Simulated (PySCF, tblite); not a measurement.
# C3H9AlO2: a rotation path, then NMR shifts on frames

How do NMR shifts of C3H9AlO2 (`C[O+]([AlH3-])CC=O`) change as the atoms move?

The runs use tblite 0.8.0 and PySCF 2.14.0, with density-fitted response routines of our own; the level of theory stands in each step. All values are computed, except where a source is named. Atoms are numbered from 0 throughout.

## Step 1: Starting geometry

15 atoms, charge 0, multiplicity 1; geometry from: GFN2-xTB.

Bonds of the start (Å): C0–O1 1.42, O1–Al2 1.88, O1–C3 1.40, C3–C4 1.51, C4–O5 1.19, C0–H6 1.09, C0–H7 1.09, C0–H8 1.09, Al2–H9 1.58, Al2–H10 1.57, Al2–H11 1.59, C3–H12 1.10, C3–H13 1.10, C4–H14 1.11.

## Step 2: The rotation path with GFN2-xTB

Job settings and geometry (Å):

```
{"job": {"kind": "neb", "xc": "GFN2-xTB", "basis": "xTB", "atoms": [4, 3, 1, 0], "turn": 120}, "charge": 0, "multiplicity": 1}
C     -1.129786    -1.075944    -0.579453
O     -0.474126     0.055064    -0.037743
Al    -0.800400     1.131880     1.466861
C      0.729044     0.424358    -0.661971
C      1.871595    -0.519299    -0.380524
O      1.779617    -1.552986     0.210515
H     -2.025146    -1.214323     0.024512
H     -1.410555    -0.890507    -1.620578
H     -0.501683    -1.965237    -0.510827
H      0.527389     0.879172     2.276686
H     -2.142876     0.435335     1.887523
H     -0.837681     2.511689     0.683218
H      0.980611     1.408328    -0.243006
H      0.596339     0.535400    -1.747453
H      2.833244    -0.154940    -0.789671
```

With the program's defaults for keys left out, this is: GFN2-xTB climbing-image nudged elastic band, gas phase.

Run with:

```
$ OMP_NUM_THREADS=1 python probes_run.py task.json out
```

One launch serves the whole session: the jobs run in the order shown.

What it wrote:

```text
image   E - E0 / eV
  0      -0.0000
  1       0.0199
  2       0.0813
  3       0.1658
  4       0.2082
  5       0.1686
  6       0.0882
  7       0.0269
  8      -0.0001
```

It took 3.8 s on 1 thread of Arm Neoverse V1, shared host; peak memory 0.19 GiB.

The final band, with the dihedral C4–C3–O1–C0:

| image | dihedral (°) | energy (eV) | energy (kcal/mol) |
| --- | --- | --- | --- |
| 0 | -72 | 0.000 | 0.0 |
| 1 | -60 | 0.020 | 0.5 |
| 2 | -45 | 0.081 | 1.9 |
| 3 | -24 | 0.166 | 3.8 |
| 4 | 1 | 0.208 | 4.8 |
| 5 | 25 | 0.169 | 3.9 |
| 6 | 44 | 0.088 | 2.0 |
| 7 | 58 | 0.027 | 0.6 |
| 8 | 71 | 0.000 | 0.0 |

## Step 3: NMR shieldings: image 0, PBE0/pcSseg-1

Job settings and geometry (Å):

```
{"job": {"kind": "nmr", "xc": "PBE0", "basis": "pcSseg-1", "pop": false}, "charge": 0, "multiplicity": 1}
C     -1.129800    -1.075900    -0.579500
O     -0.474100     0.055100    -0.037700
Al    -0.800400     1.131900     1.466900
C      0.729000     0.424400    -0.662000
C      1.871600    -0.519300    -0.380500
O      1.779600    -1.553000     0.210500
H     -2.025100    -1.214300     0.024500
H     -1.410600    -0.890500    -1.620600
H     -0.501700    -1.965200    -0.510800
H      0.527400     0.879200     2.276700
H     -2.142900     0.435300     1.887500
H     -0.837700     2.511700     0.683200
H      0.980600     1.408300    -0.243000
H      0.596300     0.535400    -1.747500
H      2.833200    -0.154900    -0.789700
```

With the program's defaults for keys left out, this is: GIAO PBE0/pcSseg-1 NMR shielding, non-relativistic, gas phase.

What it wrote:

```text
coarse grid: 12640 points
cycle   1  E = -511.9087460592  dE =  7.001e-01  |g| = 8.245e-01  |ddm| = 3.239e+00
cycle   2  E = -511.4669704123  dE =  4.418e-01  |g| = 1.722e+00  |ddm| = 2.162e+00
cycle   3  E = -512.0421163878  dE = -5.751e-01  |g| = 1.164e-01  |ddm| = 1.675e+00
cycle   4  E = -512.0435694097  dE = -1.453e-03  |g| = 8.681e-02  |ddm| = 1.305e-01
cycle   5  E = -512.0448280073  dE = -1.259e-03  |g| = 1.303e-02  |ddm| = 5.983e-02
cycle   6  E = -512.0448586246  dE = -3.062e-05  |g| = 2.822e-03  |ddm| = 9.951e-03
cycle   7  E = -512.0448601469  dE = -1.522e-06  |g| = 8.846e-04  |ddm| = 3.487e-03
final grid: 116280 points
cycle   8  E = -512.1004582501  dE = -1.221e-05  |g| = 1.393e-02  |ddm| = 2.157e-02
cycle   9  E = -512.1003803058  dE =  7.794e-05  |g| = 2.500e-02  |ddm| = 2.181e-02
cycle  10  E = -512.1004918702  dE = -1.116e-04  |g| = 2.864e-03  |ddm| = 1.603e-02
cycle  11  E = -512.1004934043  dE = -1.534e-06  |g| = 3.574e-04  |ddm| = 2.001e-03
cycle  12  E = -512.1004934264  dE = -2.208e-08  |g| = 1.227e-04  |ddm| = 3.728e-04
cycle  13  E = -512.1004934295  dE = -3.074e-09  |g| = 2.143e-05  |ddm| = 1.063e-04
cycle  14  E = -512.1004934296  dE = -1.019e-10  |g| = 4.635e-06  |ddm| = 2.484e-05
converged SCF energy = -512.1004934296

GIAO shielding tensors (ppm)
atom      isotropic    diamagn.    paramagn.     s11        s22        s33       span
  0 C      124.769     246.339    -121.570     90.850     97.901    185.555     94.704
  1 O      328.754     402.066     -73.312    296.867    310.844    378.550     81.683
  2 Al     402.471     796.484    -394.013    367.688    400.935    438.789     71.101
  3 C      105.727     251.633    -145.905     73.072     95.030    149.079     76.007
  4 C      -12.451     248.419    -260.869   -108.106    -19.552     90.305    198.411
  5 O     -356.394     401.368    -757.762  -1006.657   -460.913    398.388   1405.045
  6 H       27.147      29.840      -2.693     23.102     25.571     32.767      9.665
  7 H       28.340      29.826      -1.485     24.557     25.986     34.478      9.921
  8 H       27.148      30.339      -3.191     22.370     26.551     32.522     10.151
  9 H       27.559      30.844      -3.286     24.347     26.963     31.366      7.019
 10 H       27.516      30.895      -3.379     24.101     26.674     31.773      7.671
 11 H       27.373      30.549      -3.176     24.015     26.530     31.575      7.560
 12 H       26.230      31.078      -4.848     21.466     26.321     30.902      9.436
 13 H       27.621      31.014      -3.393     24.313     25.991     32.560      8.246
 14 H       21.986      26.756      -4.770     20.277     20.760     24.922      4.645
```

It took 21 s on 1 thread of Arm Neoverse V1, shared host; peak memory 0.74 GiB.

Shifts follow as δ = σ(reference) − σ, with reference shieldings (ppm) from runs at the same level and on the same kind of geometry: 1H TMS 31.72, 13C TMS 186.9, 17O H2O 336.1, 27Al AlH4- 490.0. The references are single molecules in the gas phase, so shifts against H2O, NH3, PH3, H3PO4 or CFCl3 are not on the usual liquid scales and can be off by tens of ppm. Shifts against hydride references such as AlH4− lie on their own scale. Each atom is listed at this fixed geometry, with no averaging over motion; a spectrum would average atoms that exchange fast.

| atoms | environment | σ (ppm) | δ (ppm) |
| --- | --- | --- | --- |
| C4 | aldehyde carbonyl carbon | -12.5 | 199.4 |
| C3 | sp3 CH2 bonded to O, α to a carbonyl | 105.7 | 81.2 |
| C0 | methyl carbon bonded to O | 124.8 | 62.2 |
| H14 | hydrogen on an aldehyde carbonyl carbon | 21.99 | 9.73 |
| H12 | hydrogen on an sp3 CH2 bonded to O, α to a carbonyl | 26.23 | 5.49 |
| H6 | hydrogen on a methyl carbon bonded to O | 27.15 | 4.57 |
| H8 | hydrogen on a methyl carbon bonded to O | 27.15 | 4.57 |
| H11 | hydrogen on an aluminium bonded to O | 27.37 | 4.34 |
| H10 | hydrogen on an aluminium bonded to O | 27.52 | 4.20 |
| H9 | hydrogen on an aluminium bonded to O | 27.56 | 4.16 |
| H13 | hydrogen on an sp3 CH2 bonded to O, α to a carbonyl | 27.62 | 4.10 |
| H7 | hydrogen on a methyl carbon bonded to O | 28.34 | 3.38 |
| O5 | aldehyde oxygen | -356.4 | 692.5 |
| O1 | donor oxygen of a Lewis adduct | 328.8 | 7.3 |
| Al2 | aluminium bonded to O, 3 H | 402.5 | 87.5 |

Orbitals, density, ELF and potential are computed afterwards from the orbital file.

Frontier orbitals at PBE0/pcSseg-1, with the share of their density that lies nearest to each atom:

| orbital | energy (eV) | lies on |
| --- | --- | --- |
| HOMO | -7.37 | H9, H11 about 41 % each; Al2 8 % |
| LUMO | -1.44 | C4 44 %; O5 33 %; H14 10 % |

ELF in a plane through or near 5 of the atoms.

Values, 10 rows by 14 columns:
```
0.00 0.00 0.00 0.00 0.00 0.00 0.00 0.00 0.00 0.00 0.00 0.00 0.00 0.00
0.00 0.00 0.00 0.00 0.00 0.02 0.03 0.01 0.00 0.00 0.00 0.00 0.00 0.00
0.00 0.00 0.00 0.01 0.12 0.43 0.67 0.17 0.00 0.00 0.00 0.00 0.00 0.00
0.00 0.00 0.08 0.19 0.03 0.11 0.86 0.06 0.03 0.12 0.88 0.88 0.01 0.00
0.00 0.06 0.98 1.00 0.15 0.56 0.25 0.09 0.57 0.19 0.98 0.97 0.10 0.00
0.00 0.06 0.99 1.00 0.95 0.12 0.84 0.64 0.14 0.60 0.46 0.05 0.00 0.00
0.00 0.00 0.46 0.51 0.03 0.60 0.39 0.54 0.05 0.14 0.21 0.01 0.00 0.00
0.00 0.00 0.00 0.00 0.94 1.00 0.65 0.99 0.96 0.01 0.00 0.00 0.00 0.00
0.00 0.00 0.00 0.00 0.04 0.22 0.02 0.13 0.07 0.00 0.00 0.00 0.00 0.00
0.00 0.00 0.00 0.00 0.00 0.00 0.00 0.00 0.00 0.00 0.00 0.00 0.00 0.00
```
The map spans 10.8 Å across and 9.3 Å up, centred on the molecule. Atoms in the plane (x, y in Å): Al2 (-1.7, 1.1), C4 (1.9, 0.3), H6 (-1.4, -1.9), H8 (0.3, -2.0), H10 (-2.8, 0.1).

On the surface of density 0.002 e/bohr³ the electrostatic potential runs, from the 1st to the 99th percentile, from -1.21 to 2.01 V.

## Step 4: Nuclear shieldings: image 2, PBE0/pcSseg-1

Job settings and geometry (Å):

```
{"job": {"kind": "nmr", "xc": "PBE0", "basis": "pcSseg-1", "pop": false}, "charge": 0, "multiplicity": 1}
C     -1.030500    -1.139800    -0.408700
O     -0.384600     0.005600     0.126100
Al    -1.004200     1.279500     1.374300
C      0.839500     0.407300    -0.448000
C      1.869900    -0.649000    -0.742200
O      1.753900    -1.834000    -0.636400
H     -2.005800    -1.166500     0.075800
H     -1.154800    -1.052900    -1.490200
H     -0.476100    -2.047600    -0.169200
H      0.224200     1.195900     2.363500
H     -2.360600     0.569400     1.718800
H     -1.016700     2.548800     0.429800
H      1.265400     1.112200     0.280900
H      0.670400     0.966600    -1.380500
H      2.805600    -0.187400    -1.115800
```

Method: GIAO PBE0/pcSseg-1 NMR shielding, non-relativistic, gas phase.

What it wrote:

```text
coarse grid: 12640 points
cycle   1  E = -511.9093503331  dE =  6.785e-01  |g| = 8.233e-01  |ddm| = 3.239e+00
cycle   2  E = -511.4753679913  dE =  4.340e-01  |g| = 1.711e+00  |ddm| = 2.090e+00
cycle   3  E = -512.0409308760  dE = -5.656e-01  |g| = 1.164e-01  |ddm| = 1.627e+00
cycle   4  E = -512.0423714173  dE = -1.441e-03  |g| = 8.700e-02  |ddm| = 1.308e-01
cycle   5  E = -512.0436353322  dE = -1.264e-03  |g| = 1.250e-02  |ddm| = 5.976e-02
cycle   6  E = -512.0436638177  dE = -2.849e-05  |g| = 2.396e-03  |ddm| = 9.283e-03
cycle   7  E = -512.0436648845  dE = -1.067e-06  |g| = 7.680e-04  |ddm| = 3.043e-03
final grid: 116280 points
cycle   8  E = -512.0991189897  dE = -1.256e-05  |g| = 1.349e-02  |ddm| = 2.471e-02
cycle   9  E = -512.0990456776  dE =  7.331e-05  |g| = 2.424e-02  |ddm| = 2.095e-02
cycle  10  E = -512.0991505503  dE = -1.049e-04  |g| = 2.708e-03  |ddm| = 1.549e-02
cycle  11  E = -512.0991519216  dE = -1.371e-06  |g| = 3.453e-04  |ddm| = 1.903e-03
cycle  12  E = -512.0991519420  dE = -2.041e-08  |g| = 1.238e-04  |ddm| = 3.675e-04
cycle  13  E = -512.0991519451  dE = -3.114e-09  |g| = 2.074e-05  |ddm| = 1.018e-04
cycle  14  E = -512.0991519452  dE = -9.288e-11  |g| = 4.362e-06  |ddm| = 2.327e-05
converged SCF energy = -512.0991519452

GIAO shielding tensors (ppm)
atom      isotropic    diamagn.    paramagn.     s11        s22        s33       span
  0 C      125.380     246.505    -121.125     95.973     98.362    181.806     85.833
  1 O      327.229     401.712     -74.482    290.060    304.009    387.619     97.560
  2 Al     402.411     796.286    -393.875    364.593    405.337    437.303     72.710
  3 C      108.376     251.162    -142.786     72.559     97.538    155.032     82.472
  4 C      -13.038     247.581    -260.619   -109.915    -16.728     87.527    197.442
  5 O     -348.912     400.957    -749.868   -982.759   -449.240    385.264   1368.023
  6 H       27.277      30.104      -2.828     22.940     26.324     32.566      9.627
  7 H       28.276      30.352      -2.076     25.044     25.754     34.029      8.985
  8 H       26.170      30.283      -4.113     20.651     25.557     32.301     11.650
  9 H       27.425      30.657      -3.232     24.246     26.533     31.495      7.249
 10 H       27.565      30.777      -3.212     24.197     26.872     31.627      7.429
 11 H       27.450      30.352      -2.902     24.228     26.509     31.614      7.385
 12 H       26.212      30.858      -4.646     21.819     26.005     30.812      8.993
 13 H       27.320      30.924      -3.603     24.422     25.387     32.152      7.730
 14 H       22.055      26.162      -4.107     20.156     20.754     25.255      5.099
```

Run time: 14 s. Hardware: 1 thread of Arm Neoverse V1, shared host; peak memory 0.75 GiB.

This run: δ C4 200.0, C3 78.5, C0 61.5, O5 685.0, H14 9.66, H8 5.55 ppm.

[end of part 1 of 2]
